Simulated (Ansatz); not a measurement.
**PBE0/STO-3G run of BH5S (SMILES [BH3-][SH2+])**

What is the electronic atomisation energy of BH5S at PBE0/STO-3G? 

The results are computed with Ansatz 0.2.0.

50 further runs of the same task are left out: 1 that didn't finish, 49 set aside as unsound or not needed.

## (1) Starting point

BH5S has 7 atoms, charge 0, and is taken as a singlet. As SMILES, `[BH3-][SH2+]`. The shape is that of a PBE0-D4/def2-TZVP optimisation.

Bond lengths: B1–S2 1.975 Å, B1–H3 1.207 Å, B1–H4 1.203 Å, B1–H5 1.207 Å, S2–H6 1.346 Å, S2–H7 1.346 Å. Angles: B1–S2–H6 103.7°, B1–S2–H7 103.7°, S2–B1–H3 100.3°, S2–B1–H4 107.0°, S2–B1–H5 100.3°, H6–S2–H7 92.5°, H3–B1–H4 116.2°, H3–B1–H5 113.7°, H4–B1–H5 116.2°.

## (2) A single-point energy at PBE0/STO-3G

The input, run.yaml:

```yaml
crystal:
  periodic: [false, false, false]
  atoms:
    - {symbol: B, position_ang: [-0.525600, -0.461500, -0.504300]}
    - {symbol: S, position_ang: [0.568600, 0.977600, 0.290900]}
    - {symbol: H, position_ang: [-1.623200, 0.036400, -0.431500]}
    - {symbol: H, position_ang: [-0.344400, -1.447600, 0.159700]}
    - {symbol: H, position_ang: [-0.075400, -0.482100, -1.624500]}
    - {symbol: H, position_ang: [0.286000, 0.903800, 1.604900]}
    - {symbol: H, position_ang: [1.775400, 0.405500, 0.458900]}
basis:
  gaussian:
    orbitals: STO-3G
accuracy: high
hamiltonian:
  xc: {name: PBE0}
```

Launch:

```bash
$ ansatz run run.yaml --threads 1 --pin off --max-ram 2610MiB --events-out events.jsonl --progress --plain --runs-dir runs
```

Log:

```text
Warning: RAYON_NUM_THREADS=1 ignored (pool sized by the plan → 1); use --threads N
Functional definition: PBE0
  name "PBE0"
  parameter a = 0.25
  parameter kappa = 0.804
  parameter beta = 0.06672455060314922
  exchange = (1 - a)*pbe_x(kappa = kappa, mu = beta*pi^2/3) + a*exact_x
  correlation = pbe_c(beta = beta)
332 factors; integrals over basis functions are off by at most 9.3e-9 eV
mean field evaluation 1: about -11458.4994 eV, gradient 1.4e1 eV
mean field evaluation 2: about -11459.2740 eV, gradient 6.3e0 eV
mean field evaluation 4: about -11459.4298 eV, gradient 7.2e-2 eV
mean field evaluation 8: about -11459.3891 eV, gradient 3.7e-4 eV
mean field -11459.38907119 eV, -421.1247809134 hartree, gradient 3.1e-8 eV, S^2 0.000000; 0 other end points of the search recorded, 0 dependent functions left out
reference -11459.38907264 eV, -421.1247809665 hartree; 13, 13 occupied and 6, 6 virtual orbitals, 332 factors
Total energy: -11459.38907264 eV, -421.1247809665 hartree
```

It took 1.2 s on 1 thread of Arm Neoverse V1, shared host; peak memory 0.098 GiB.

## (3) The B atom at the same level

The input, job.yaml:

```yaml
crystal:
  periodic: [false, false, false]
  atoms:
    - {symbol: B, position_ang: [0.000000, 0.000000, 0.000000]}
basis:
  gaussian:
    orbitals: STO-3G
magnetization:
  spin_polarized: true
  initial_magnetization: 1
hamiltonian:
  xc: pbe0
accuracy: high
```

Launch:

```bash
$ ansatz run job.yaml --threads 1 --pin off --max-ram 2610MiB --events-out events.jsonl --progress --plain --runs-dir runs
```

Log, shortened:

```text
Warning: RAYON_NUM_THREADS=1 ignored (pool sized by the plan → 1); use --threads N
[... 7 set-up lines as earlier in the session ...]
15 factors; integrals over basis functions are off by at most 8.9e-10 eV
mean field evaluation 1: about -659.4962 eV, gradient 2.8e-7 eV
mean field evaluation 2: about -659.4961 eV, gradient 1.8e-6 eV
mean field evaluation 4: about -659.4961 eV, gradient 1.2e-7 eV
mean field evaluation 8: about -659.4961 eV, gradient 0.0e0 eV
mean field -659.49614681 eV, -24.2360363729 hartree, gradient 0.0e0 eV, S^2 0.750000; 0 other end points of the search recorded, 0 dependent functions left out
reference -659.49614775 eV, -24.2360364074 hartree; 3, 2 occupied and 2, 3 virtual orbitals, 15 factors
Total energy: -659.49614775 eV, -24.2360364074 hartree
```

Run time: 0.2 s. Hardware: 1 thread of Arm Neoverse V1, shared host.

## (4) The H atom

The input, in.yaml:

```yaml
crystal:
  periodic: [false, false, false]
  atoms:
    - {symbol: H, position_ang: [0.000000, 0.000000, 0.000000]}
basis:
  gaussian:
    orbitals: STO-3G
total_charge: 0
magnetization:
  spin_polarized: true
  initial_magnetization: 1
hamiltonian:
  xc: {name: PBE0}
accuracy: high
```

Run the same way, it converges to -0.46651 Eh (log not shown).

## (5) The S atom

The input, run.yaml:

```yaml
crystal:
  periodic: [false, false, false]
  atoms:
    - {symbol: S, position_ang: [0.000000, 0.000000, 0.000000]}
basis:
  gaussian:
    orbitals: STO-3G
accuracy: high
hamiltonian:
  xc: {name: PBE0}
magnetization:
  spin_polarized: true
  initial_magnetization: 2
```

Launch:

```bash
$ ansatz run run.yaml --threads 1 --pin off --max-ram 2610MiB --events-out events.jsonl --progress --plain --runs-dir runs
```

Log, shortened:

```text
Warning: RAYON_NUM_THREADS=1 ignored (pool sized by the plan → 1); use --threads N
[... 7 set-up lines as earlier in the session ...]
42 factors; integrals over basis functions are off by at most 2.4e-9 eV
mean field evaluation 1: about -10708.9290 eV, gradient 2.1e-1 eV
mean field evaluation 2: about -10708.9291 eV, gradient 1.3e-3 eV
mean field evaluation 4: about -10708.9295 eV, gradient 7.6e-7 eV
mean field evaluation 8: about -10708.9295 eV, gradient 2.1e-9 eV
mean field -10708.92948150 eV, -393.5458996719 hartree, gradient 2.1e-9 eV, S^2 2.000000; 0 other end points of the search recorded, 0 dependent functions left out
reference -10708.92948220 eV, -393.5458996979 hartree; 9, 7 occupied and 0, 2 virtual orbitals, 42 factors
Total energy: -10708.92948220 eV, -393.5458996979 hartree
```

Run time: 0.3 s. Hardware: 1 thread of Arm Neoverse V1, shared host.

## (6) Results

At PBE0/STO-3G:

| quantity | value |
| --- | --- |
| molecule: total energy | -421.12478 Eh |
| B atom: total energy | -24.23604 Eh |
| B atom: ⟨S²⟩ | 0.750 |
| H atom: total energy | -0.46651 Eh |
| H atom: ⟨S²⟩ | 0.750 |
| S atom: total energy | -393.54590 Eh |
| S atom: ⟨S²⟩ | 2.000 |
| electronic atomisation energy | 27.492 eV |

**Reading.** Taking the molecule apart into free atoms costs 27.49 eV (2653 kJ/mol), before zero-point energy and without spin-orbit coupling. In a minimal basis such a difference can be off by several eV, whatever the method.
